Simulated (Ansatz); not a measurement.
# Ba2Yb2Si: the cost of one run

Computed with Ansatz 0.2.0 (DFT PBE, scalar-relativistic, plane waves, PAW, unless a step's input says otherwise).

### Step 1. The structure to begin with

It takes space group P6/mmm (No. 191, hexagonal). Conventional cell: a = 4.926 Å, b = 4.926 Å, c = 6.283 Å, α = 90.00°, β = 90.00°, γ = 120.00°. Ba (site symmetry -6m2) is surrounded by 3 Ba at 2.84 Å and 3 Si at 2.84 Å. Yb (site symmetry 6mm) has 1 Si at 1.78 Å as nearest neighbours. Around Si (site symmetry 6/mmm) lie 2 Yb at 1.78 Å.

Coordinates:

```cif
data_structure
_symmetry_space_group_name_H-M 'P 1'
_symmetry_Int_Tables_number 1
_cell_length_a 4.9263
_cell_length_b 4.9263
_cell_length_c 6.2830
_cell_angle_alpha 90.000
_cell_angle_beta 90.000
_cell_angle_gamma 120.000
_cell_volume 132.05
loop_
_atom_site_label
_atom_site_type_symbol
_atom_site_fract_x
_atom_site_fract_y
_atom_site_fract_z
_atom_site_occupancy
Ba1 Ba 0.33333 0.66667 0.00000 1
Ba2 Ba 0.66667 0.33333 0.00000 1
Yb1 Yb 0.00000 0.00000 0.71592 1
Yb2 Yb 0.00000 0.00000 0.28408 1
Si1 Si 0.00000 0.00000 0.00000 1
```

A structure generator made this guess: random cell by space group and Wyckoff sites (P6/mmm, No. 191). The dimensions are guesses.

### Step 2. The guess as it stands, on a coarse mesh

File input.yaml:

```yaml
crystal:
  lattice:
    - [4.92630803, 0.0, 0.0]
    - [-2.46315402, 4.2663079, 0.0]
    - [0.0, 0.0, 6.28298012]
  atoms:
    - { symbol: Ba, position: [0.33333333, 0.66666667, 0.0] }
    - { symbol: Ba, position: [0.66666667, 0.33333333, 0.0] }
    - { symbol: Yb, position: [0.0, 0.0, 0.71591819] }
    - { symbol: Yb, position: [0.0, 0.0, 0.28408181] }
    - { symbol: Si, position: [0.0, 0.0, 0.0] }
basis:
  ecutwfc: 420
kpoints:
  mp_grid: { grid: [6, 6, 4] }
hamiltonian:
  xc: pbe
scf:
  occupations: { method: gaussian, width: 0.1 }
  lower_state_search: "off"
output:
  forces: true
  stress: true
  eigenvalues: true
```

Run with:

```
$ ansatz run input.yaml --threads 1 --pin off --max-ram 2560MiB --backend cpu --events-out ev --progress --plain --runs-dir out
```

What time and memory should one allow on 1 thread of Arm Neoverse V2, shared host?

About 9.3 s, with a peak of 0.44 GiB.
